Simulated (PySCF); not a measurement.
# ClGe₂H₆N: core binding energies at several levels of theory

How much do the core binding energies of ClGe₂H₆N (`[Cl][GeH2][NH][GeH3]`) depend on the level of theory, and what does each level cost?

The runs use PySCF 2.14.0, with density-fitted response routines of our own; the level of theory stands in each step. All values are computed, except where a source is named. Atoms count from 0, in the outputs and in this text.

## (1) The starting structure

10 atoms, charge 0, multiplicity 1; geometry from: PBE0-D3(BJ)/def2-SVP.

Bonds of the start (Å): Cl0–Ge1 2.18, Ge1–N2 1.81, N2–Ge3 1.85, Ge1–H4 1.53, Ge1–H5 1.53, N2–H6 1.02, Ge3–H7 1.54, Ge3–H8 1.54, Ge3–H9 1.54.

## (2) X-ray photoelectron lines: SCAN, X2C

What the job is given:

```
{"job": {"kind": "xps"}, "charge": 0, "multiplicity": 1}
Cl     2.632446    -0.479977     1.630005
Ge     1.904909     0.222225    -0.302095
N      0.296667     1.041791    -0.126967
Ge    -1.271974     0.166090     0.299408
H      2.939271     1.230404    -0.816965
H      1.729278    -1.029046    -1.168177
H      0.352528     2.002854     0.201198
H     -1.149405    -1.231952    -0.327574
H     -1.481891     0.048244     1.822825
H     -2.443681     0.948979    -0.320212
```

With the program's defaults for keys left out, this is: delta-SCF UKS SCAN, pcX-2 on the ionised atom, pcseg-1 elsewhere, spin-free X2C.

Launch:

```console
$ OMP_NUM_THREADS=1 python probes_run.py task.json out
```

The driver reads the jobs from task.json and runs them one after another.

The program printed:

```text
ground state, core basis on atom 0 (Cl), 158 functions
  cycle   1  E = -4707.94321538  |g| = 5.28e-01
  cycle   2  E = -4707.81166632  |g| = 9.05e-01
  cycle   3  E = -4707.99918232  |g| = 1.39e-01
  cycle   4  E = -4708.00377189  |g| = 6.46e-02
  cycle   5  E = -4708.00461534  |g| = 1.06e-02
  cycle   6  E = -4708.00464352  |g| = 3.47e-03
  cycle   7  E = -4708.00464844  |g| = 1.01e-03
  cycle   8  E = -4708.00464672  |g| = 2.63e-04
  E(ground) = -4708.25816125 Eh
hole in Cl 1s of atom 0
  cycle   1  E = -4602.82348472  |g| = 5.47e+00
  cycle   2  E = -4603.10495062  |g| = 2.23e+00
  cycle   3  E = -4603.42642392  |g| = 1.14e+00
  cycle   4  E = -4603.87935264  |g| = 6.24e-01
  cycle   5  E = -4604.05326396  |g| = 2.27e-01
  cycle   6  E = -4604.07804127  |g| = 3.36e-02
  cycle   7  E = -4604.07857995  |g| = 1.31e-02
  cycle   8  E = -4604.07867514  |g| = 4.04e-03
  cycle   9  E = -4604.07868759  |g| = 6.67e-04
  cycle  10  E = -4604.07868746  |g| = 1.72e-04
  E(ion) = -4604.34115485 Eh   <S^2> = 0.7522   hole on atom = 1.000   binding energy = 2827.726 eV
hole in Cl 2p of atom 0
  cycle   1  E = -4699.95978415  |g| = 1.70e+00
  cycle   2  E = -4699.78430841  |g| = 1.36e+00
  cycle   3  E = -4700.21749743  |g| = 6.43e-01
  cycle   4  E = -4700.41271515  |g| = 2.13e-01
  cycle   5  E = -4700.43210939  |g| = 5.79e-02
  cycle   6  E = -4700.43400499  |g| = 1.78e-02
  cycle   7  E = -4700.43415082  |g| = 5.02e-03
  cycle   8  E = -4700.43416424  |g| = 9.63e-04
  cycle   9  E = -4700.43416445  |g| = 1.80e-04
  E(ion) = -4700.69782596 Eh   <S^2> = 0.7523   hole on atom = 1.001   binding energy = 205.727 eV
  2p3/2 = 205.143 eV   2p1/2 = 206.796 eV
ground state, core basis on atom 2 (N), 147 functions
  cycle   1  E = -4707.83672829  |g| = 7.35e-02
  cycle   2  E = -4707.83673988  |g| = 1.79e-02
  cycle   3  E = -4707.83667061  |g| = 2.44e-02
  cycle   4  E = -4707.83682836  |g| = 6.99e-03
  cycle   5  E = -4707.83684034  |g| = 1.05e-03
  cycle   6  E = -4707.83684173  |g| = 1.30e-04
  E(ground) = -4708.10478512 Eh
hole in N 1s of atom 2
  cycle   1  E = -4692.24619897  |g| = 1.87e+00
  cycle   2  E = -4691.21973616  |g| = 2.26e+00
  cycle   3  E = -4692.87726524  |g| = 4.72e-01
  cycle   4  E = -4692.93160172  |g| = 2.72e-01
  cycle   5  E = -4692.97796386  |g| = 7.59e-02
  cycle   6  E = -4692.98134549  |g| = 1.05e-02
  cycle   7  E = -4692.98141012  |g| = 3.14e-03
  cycle   8  E = -4692.98141294  |g| = 1.09e-03
  cycle   9  E = -4692.98141527  |g| = 3.38e-04
  E(ion) = -4693.24745859 Eh   <S^2> = 0.7677   hole on atom = 1.000   binding energy = 404.288 eV
```

Wall time 17 s (1 thread of Arm Neoverse V1, shared host); peak memory 0.46 GiB.

Binding energies by hole, beside the orbital energy of the ground state; the difference holds orbital relaxation and, for a density functional, its self-interaction error:

```
       hole  stands for                 environment  ΔSCF (eV; 2p as the shell's mean)  −ε (eV)   ⟨S²⟩
Cl1s on Cl0         Cl0       chlorine bonded to Ge                            2827.73   2763.1  0.752
Cl2p on Cl0         Cl0       chlorine bonded to Ge                             205.69    192.9  0.752
  N1s on N2          N2  nitrogen bonded to 2 Ge, H                             404.29    386.1  0.768
```

With the spin-orbit splitting: Cl0 2p3/2 205.14, 2p1/2 206.80 eV. The table gives each 2p level as the mean over the whole 2p shell (two parts 2p3/2, one part 2p1/2), which differs a little from the single hole in the log.

## (3) X-ray photoelectron lines: B3LYP, X2C

The job, as its differences from that of step 2:

```diff
@@ -1,2 +1,2 @@
-{"job": {"kind": "xps"}, "charge": 0, "multiplicity": 1}
+{"job": {"kind": "xps", "xc": "B3LYP"}, "charge": 0, "multiplicity": 1}
 Cl     2.632446    -0.479977     1.630005
```

With the program's defaults for keys left out, this is: delta-SCF UKS B3LYP, pcX-2 on the ionised atom, pcseg-1 elsewhere, spin-free X2C.

The program printed:

```text
ground state, core basis on atom 0 (Cl), 158 functions
  cycle   1  E = -4708.11097771  |g| = 4.96e-01
  cycle   2  E = -4708.03122253  |g| = 7.74e-01
  cycle   3  E = -4708.16670352  |g| = 1.09e-01
  cycle   4  E = -4708.16954413  |g| = 3.30e-02
  cycle   5  E = -4708.16976849  |g| = 5.01e-03
  cycle   6  E = -4708.16977442  |g| = 1.50e-03
  cycle   7  E = -4708.16977585  |g| = 2.06e-04
  E(ground) = -4708.17682112 Eh
hole in Cl 1s of atom 0
  cycle   1  E = -4603.08299845  |g| = 5.52e+00
  cycle   2  E = -4603.59861333  |g| = 2.14e+00
  cycle   3  E = -4604.01928649  |g| = 8.58e-01
  cycle   4  E = -4604.18393472  |g| = 5.61e-01
  cycle   5  E = -4604.33141991  |g| = 1.49e-01
  cycle   6  E = -4604.34139422  |g| = 1.65e-02
  cycle   7  E = -4604.34152546  |g| = 5.22e-03
  cycle   8  E = -4604.34154039  |g| = 6.13e-04
  cycle   9  E = -4604.34153981  |g| = 2.84e-04
  E(ion) = -4604.34865993 Eh   <S^2> = 0.7513   hole on atom = 1.000   binding energy = 2825.308 eV
hole in Cl 2p of atom 0
  cycle   1  E = -4700.14929789  |g| = 1.66e+00
  cycle   2  E = -4700.18969756  |g| = 1.23e+00
  cycle   3  E = -4700.54129533  |g| = 4.05e-01
  cycle   4  E = -4700.60457054  |g| = 1.93e-01
  cycle   5  E = -4700.62129005  |g| = 2.88e-02
  cycle   6  E = -4700.62172676  |g| = 6.53e-03
  cycle   7  E = -4700.62174238  |g| = 1.25e-03
  cycle   8  E = -4700.62174402  |g| = 2.96e-04
  E(ion) = -4700.62890508 Eh   <S^2> = 0.7524   hole on atom = 1.001   binding energy = 205.389 eV
  2p3/2 = 204.739 eV   2p1/2 = 206.389 eV
ground state, core basis on atom 2 (N), 147 functions
  cycle   1  E = -4708.00143466  |g| = 5.65e-02
  cycle   2  E = -4708.00110637  |g| = 4.75e-02
  cycle   3  E = -4708.00137598  |g| = 3.22e-02
  cycle   4  E = -4708.00159411  |g| = 1.95e-03
  cycle   5  E = -4708.00159438  |g| = 2.17e-04
  E(ground) = -4708.00851144 Eh
hole in N 1s of atom 2
  cycle   1  E = -4692.42385350  |g| = 1.88e+00
  cycle   2  E = -4691.63513648  |g| = 2.18e+00
  cycle   3  E = -4693.09741936  |g| = 3.55e-01
  cycle   4  E = -4693.13568089  |g| = 1.51e-01
  cycle   5  E = -4693.14906745  |g| = 4.19e-02
  cycle   6  E = -4693.15010109  |g| = 4.21e-03
  cycle   7  E = -4693.15010932  |g| = 1.27e-03
  cycle   8  E = -4693.15011161  |g| = 4.74e-04
  E(ion) = -4693.15705621 Eh   <S^2> = 0.7601   hole on atom = 1.000   binding energy = 404.129 eV
```

Wall time 32 s (1 thread of Arm Neoverse V1, shared host); peak memory 0.59 GiB.

Binding energies by hole, beside the orbital energy of the ground state; the difference holds orbital relaxation and, for a density functional, its self-interaction error:

```
       hole  stands for                 environment  ΔSCF (eV; 2p as the shell's mean)  −ε (eV)   ⟨S²⟩
Cl1s on Cl0         Cl0       chlorine bonded to Ge                            2825.31   2771.4  0.751
Cl2p on Cl0         Cl0       chlorine bonded to Ge                             205.29    195.6  0.752
  N1s on N2          N2  nitrogen bonded to 2 Ge, H                             404.13    389.8  0.760
```

With the spin-orbit splitting: Cl0 2p3/2 204.74, 2p1/2 206.39 eV. The table gives each 2p level as the mean over the whole 2p shell (two parts 2p3/2, one part 2p1/2), which differs a little from the single hole in the log.

## (4) X-ray photoelectron lines: PBE0, X2C

The job, as its differences from that of step 3:

```diff
@@ -1,2 +1,2 @@
-{"job": {"kind": "xps", "xc": "B3LYP"}, "charge": 0, "multiplicity": 1}
+{"job": {"kind": "xps", "xc": "PBE0"}, "charge": 0, "multiplicity": 1}
 Cl     2.632446    -0.479977     1.630005
```

With the program's defaults for keys left out, this is: delta-SCF UKS PBE0, pcX-2 on the ionised atom, pcseg-1 elsewhere, spin-free X2C.

The program printed:

```text
ground state, core basis on atom 0 (Cl), 158 functions
  cycle   1  E = -4707.25420335  |g| = 4.35e-01
  cycle   2  E = -4707.21591677  |g| = 6.05e-01
  cycle   3  E = -4707.29918760  |g| = 8.26e-02
  cycle   4  E = -4707.30074076  |g| = 3.11e-02
  cycle   5  E = -4707.30094516  |g| = 4.00e-03
  cycle   6  E = -4707.30094882  |g| = 1.32e-03
  cycle   7  E = -4707.30094824  |g| = 1.62e-04
  E(ground) = -4707.30658543 Eh
hole in Cl 1s of atom 0
  cycle   1  E = -4602.23557607  |g| = 5.51e+00
  cycle   2  E = -4602.87848178  |g| = 2.01e+00
  cycle   3  E = -4603.28176502  |g| = 7.04e-01
  cycle   4  E = -4603.38799843  |g| = 4.63e-01
  cycle   5  E = -4603.48989955  |g| = 1.07e-01
  cycle   6  E = -4603.49498421  |g| = 1.04e-02
  cycle   7  E = -4603.49504405  |g| = 3.33e-03
  cycle   8  E = -4603.49504677  |g| = 4.92e-04
  E(ion) = -4603.50075987 Eh   <S^2> = 0.7513   hole on atom = 1.000   binding energy = 2824.700 eV
hole in Cl 2p of atom 0
  cycle   1  E = -4699.28671274  |g| = 1.66e+00
  cycle   2  E = -4699.41130358  |g| = 1.13e+00
  cycle   3  E = -4699.70804753  |g| = 3.24e-01
  cycle   4  E = -4699.74571647  |g| = 1.71e-01
  cycle   5  E = -4699.75921809  |g| = 2.11e-02
  cycle   6  E = -4699.75945194  |g| = 4.30e-03
  cycle   7  E = -4699.75945955  |g| = 1.10e-03
  cycle   8  E = -4699.75946118  |g| = 2.47e-04
  E(ion) = -4699.76519465 Eh   <S^2> = 0.7528   hole on atom = 1.001   binding energy = 205.212 eV
  2p3/2 = 204.564 eV   2p1/2 = 206.211 eV
ground state, core basis on atom 2 (N), 147 functions
  cycle   1  E = -4707.13194600  |g| = 7.61e-02
  cycle   2  E = -4707.13166475  |g| = 4.61e-02
  cycle   3  E = -4707.13177187  |g| = 4.16e-02
  cycle   4  E = -4707.13215594  |g| = 3.22e-03
  cycle   5  E = -4707.13215858  |g| = 4.70e-04
  E(ground) = -4707.13785660 Eh
hole in N 1s of atom 2
  cycle   1  E = -4691.56735494  |g| = 1.88e+00
  cycle   2  E = -4690.95331393  |g| = 2.05e+00
  cycle   3  E = -4692.25129781  |g| = 3.29e-01
  cycle   4  E = -4692.28728688  |g| = 1.18e-01
  cycle   5  E = -4692.29512379  |g| = 3.40e-02
  cycle   6  E = -4692.29581036  |g| = 3.53e-03
  cycle   7  E = -4692.29582102  |g| = 1.30e-03
  cycle   8  E = -4692.29582134  |g| = 4.96e-04
  E(ion) = -4692.30151755 Eh   <S^2> = 0.7625   hole on atom = 1.000   binding energy = 403.717 eV
```

Run time: 29 s. Hardware: 1 thread of Arm Neoverse V1, shared host; peak memory 0.59 GiB.

The holes in one table. −ε is the ground-state orbital energy:

```
       hole  stands for                 environment  ΔSCF (eV; 2p as the shell's mean)  −ε (eV)   ⟨S²⟩
Cl1s on Cl0         Cl0       chlorine bonded to Ge                            2824.70   2776.5  0.751
Cl2p on Cl0         Cl0       chlorine bonded to Ge                             205.11    196.9  0.753
  N1s on N2          N2  nitrogen bonded to 2 Ge, H                             403.72    391.7  0.762
```

With the spin-orbit splitting: Cl0 2p3/2 204.56, 2p1/2 206.21 eV. The table gives each 2p level as the mean over the whole 2p shell (two parts 2p3/2, one part 2p1/2), which differs a little from the single hole in the log.

## (5) X-ray photoelectron lines: PBE, X2C

The job, as its differences from that of step 4:

```diff
@@ -1,2 +1,2 @@
-{"job": {"kind": "xps", "xc": "PBE0"}, "charge": 0, "multiplicity": 1}
+{"job": {"kind": "xps", "xc": "PBE"}, "charge": 0, "multiplicity": 1}
 Cl     2.632446    -0.479977     1.630005
```

Level: delta-SCF UKS PBE, pcX-2 on the ionised atom, pcseg-1 elsewhere, spin-free X2C.

The program printed:

```text
ground state, core basis on atom 0 (Cl), 158 functions
  cycle   1  E = -4707.10257373  |g| = 5.42e-01
  cycle   2  E = -4706.88677990  |g| = 1.09e+00
  cycle   3  E = -4707.16210848  |g| = 1.89e-01
  cycle   4  E = -4707.17090565  |g| = 5.89e-02
  cycle   5  E = -4707.17169265  |g| = 1.33e-02
  cycle   6  E = -4707.17173840  |g| = 3.44e-03
  cycle   7  E = -4707.17174104  |g| = 6.93e-04
  cycle   8  E = -4707.17174196  |g| = 1.28e-04
  E(ground) = -4707.17952981 Eh
hole in Cl 1s of atom 0
  cycle   1  E = -4602.15153594  |g| = 5.56e+00
  cycle   2  E = -4602.07651798  |g| = 2.50e+00
  cycle   3  E = -4602.32433986  |g| = 1.50e+00
  cycle   4  E = -4603.20389235  |g| = 6.64e-01
  cycle   5  E = -4603.35885286  |g| = 3.64e-01
  cycle   6  E = -4603.42001529  |g| = 4.47e-02
  cycle   7  E = -4603.42085374  |g| = 2.44e-02
  cycle   8  E = -4603.42124214  |g| = 2.86e-03
  cycle   9  E = -4603.42124545  |g| = 6.91e-04
  cycle  10  E = -4603.42124836  |g| = 1.75e-04
  E(ion) = -4603.42914408 Eh   <S^2> = 0.7510   hole on atom = 1.000   binding energy = 2823.192 eV
hole in Cl 2p of atom 0
  cycle   1  E = -4699.17008068  |g| = 1.67e+00
  cycle   2  E = -4698.71733463  |g| = 1.57e+00
  cycle   3  E = -4699.32621684  |g| = 7.91e-01
  cycle   4  E = -4699.62450176  |g| = 2.19e-01
  cycle   5  E = -4699.64219885  |g| = 8.76e-02
  cycle   6  E = -4699.64700285  |g| = 2.44e-02
  cycle   7  E = -4699.64728489  |g| = 3.77e-03
  cycle   8  E = -4699.64729148  |g| = 1.28e-03
  cycle   9  E = -4699.64729015  |g| = 1.80e-04
  E(ion) = -4699.65522628 Eh   <S^2> = 0.7517   hole on atom = 1.001   binding energy = 204.747 eV
  2p3/2 = 204.069 eV   2p1/2 = 205.731 eV
ground state, core basis on atom 2 (N), 147 functions
  cycle   1  E = -4707.00037253  |g| = 9.41e-02
  cycle   2  E = -4706.99922138  |g| = 7.90e-02
  cycle   3  E = -4706.99915955  |g| = 8.11e-02
  cycle   4  E = -4707.00062761  |g| = 4.49e-03
  cycle   5  E = -4707.00063763  |g| = 5.79e-04
  cycle   6  E = -4707.00063297  |g| = 1.91e-04
  E(ground) = -4707.00848806 Eh
hole in N 1s of atom 2
  cycle   1  E = -4691.44671796  |g| = 1.90e+00
  cycle   2  E = -4688.87024959  |g| = 2.82e+00
  cycle   3  E = -4691.90895333  |g| = 6.38e-01
  cycle   4  E = -4691.98900216  |g| = 5.30e-01
  cycle   5  E = -4692.16349464  |g| = 1.54e-01
  cycle   6  E = -4692.17548673  |g| = 3.40e-02
  cycle   7  E = -4692.17616306  |g| = 1.00e-02
  cycle   8  E = -4692.17622827  |g| = 2.00e-03
  cycle   9  E = -4692.17622967  |g| = 4.79e-04
  E(ion) = -4692.18409085 Eh   <S^2> = 0.7601   hole on atom = 1.000   binding energy = 403.392 eV
```

It took 11 s on 1 thread of Arm Neoverse V1, shared host; peak memory 0.44 GiB.

The holes in one table. −ε is the ground-state orbital energy:

```
       hole  stands for                 environment  ΔSCF (eV; 2p as the shell's mean)  −ε (eV)   ⟨S²⟩
Cl1s on Cl0         Cl0       chlorine bonded to Ge                            2823.19   2747.8  0.751
Cl2p on Cl0         Cl0       chlorine bonded to Ge                             204.62    189.6  0.752
  N1s on N2          N2  nitrogen bonded to 2 Ge, H                             403.39    380.8  0.760
```

With the spin-orbit splitting: Cl0 2p3/2 204.07, 2p1/2 205.73 eV. The table gives each 2p level as the mean over the whole 2p shell (two parts 2p3/2, one part 2p1/2), which differs a little from the single hole in the log.

## (6) X-ray photoelectron lines: HF, X2C

The job, as its differences from that of step 5:

```diff
@@ -1,2 +1,2 @@
-{"job": {"kind": "xps", "xc": "PBE"}, "charge": 0, "multiplicity": 1}
+{"job": {"kind": "xps", "xc": "HF"}, "charge": 0, "multiplicity": 1}
 Cl     2.632446    -0.479977     1.630005
```

With the program's defaults for keys left out, this is: delta-SCF UKS HF, pcX-2 on the ionised atom, pcseg-1 elsewhere, spin-free X2C.

The program printed:

```text
ground state, core basis on atom 0 (Cl), 158 functions
  cycle   1  E = -4703.52112951  |g| = 3.73e-01
  cycle   2  E = -4703.56843586  |g| = 1.50e-01
  cycle   3  E = -4703.57394913  |g| = 3.89e-02
  cycle   4  E = -4703.57449766  |g| = 1.03e-02
  cycle   5  E = -4703.57453468  |g| = 4.47e-03
  cycle   6  E = -4703.57454210  |g| = 1.08e-03
  cycle   7  E = -4703.57454316  |g| = 3.05e-04
  E(ground) = -4703.57454316 Eh
hole in Cl 1s of atom 0
  cycle   1  E = -4598.38854541  |g| = 5.42e+00
  cycle   2  E = -4599.49554445  |g| = 1.15e+00
  cycle   3  E = -4599.61445075  |g| = 1.10e-01
  cycle   4  E = -4599.61678375  |g| = 2.67e-02
  cycle   5  E = -4599.61707419  |g| = 7.90e-03
  cycle   6  E = -4599.61711264  |g| = 2.12e-03
  cycle   7  E = -4599.61711873  |g| = 6.67e-04
  cycle   8  E = -4599.61711965  |g| = 2.63e-04
  E(ion) = -4599.61711965 Eh   <S^2> = 0.7527   hole on atom = 1.000   binding energy = 2828.826 eV
hole in Cl 2p of atom 0
  cycle   1  E = -4695.56990839  |g| = 1.63e+00
  cycle   2  E = -4695.97941323  |g| = 5.67e-01
  cycle   3  E = -4696.02897451  |g| = 3.55e-02
  cycle   4  E = -4696.02957787  |g| = 2.05e-02
  cycle   5  E = -4696.02979437  |g| = 6.48e-03
  cycle   6  E = -4696.02984769  |g| = 2.25e-03
  cycle   7  E = -4696.02985722  |g| = 8.05e-04
  cycle   8  E = -4696.02985889  |g| = 4.54e-04
  E(ion) = -4696.02985889 Eh   <S^2> = 0.7588   hole on atom = 1.001   binding energy = 205.301 eV
  2p3/2 = 204.748 eV   2p1/2 = 206.354 eV
ground state, core basis on atom 2 (N), 147 functions
  cycle   1  E = -4703.40974964  |g| = 3.78e-02
  cycle   2  E = -4703.40994347  |g| = 9.61e-03
  cycle   3  E = -4703.40996086  |g| = 5.32e-03
  cycle   4  E = -4703.40996707  |g| = 6.47e-04
  cycle   5  E = -4703.40996726  |g| = 2.22e-04
  E(ground) = -4703.40996726 Eh
hole in N 1s of atom 2
  cycle   1  E = -4687.84597016  |g| = 1.85e+00
  cycle   2  E = -4688.22286175  |g| = 1.12e+00
  cycle   3  E = -4688.56587354  |g| = 1.17e-01
  cycle   4  E = -4688.57082869  |g| = 2.20e-02
  cycle   5  E = -4688.57141000  |g| = 1.21e-02
  cycle   6  E = -4688.57166058  |g| = 4.67e-03
  cycle   7  E = -4688.57169879  |g| = 1.46e-03
  cycle   8  E = -4688.57170207  |g| = 4.59e-04
  E(ion) = -4688.57170207 Eh   <S^2> = 0.7807   hole on atom = 1.000   binding energy = 403.770 eV
```

Wall time 22 s (1 thread of Arm Neoverse V1, shared host); peak memory 0.53 GiB.

The holes in one table. −ε is the ground-state orbital energy:

```
       hole  stands for                 environment  ΔSCF (eV; 2p as the shell's mean)  −ε (eV)   ⟨S²⟩
Cl1s on Cl0         Cl0       chlorine bonded to Ge                            2828.83   2862.3  0.753
Cl2p on Cl0         Cl0       chlorine bonded to Ge                             205.28    217.8  0.759
  N1s on N2          N2  nitrogen bonded to 2 Ge, H                             403.77    423.5  0.781
```

With the spin-orbit splitting: Cl0 2p3/2 204.75, 2p1/2 206.35 eV. The table gives each 2p level as the mean over the whole 2p shell (two parts 2p3/2, one part 2p1/2), which differs a little from the single hole in the log.

(Part 1 of 2 ends here.)
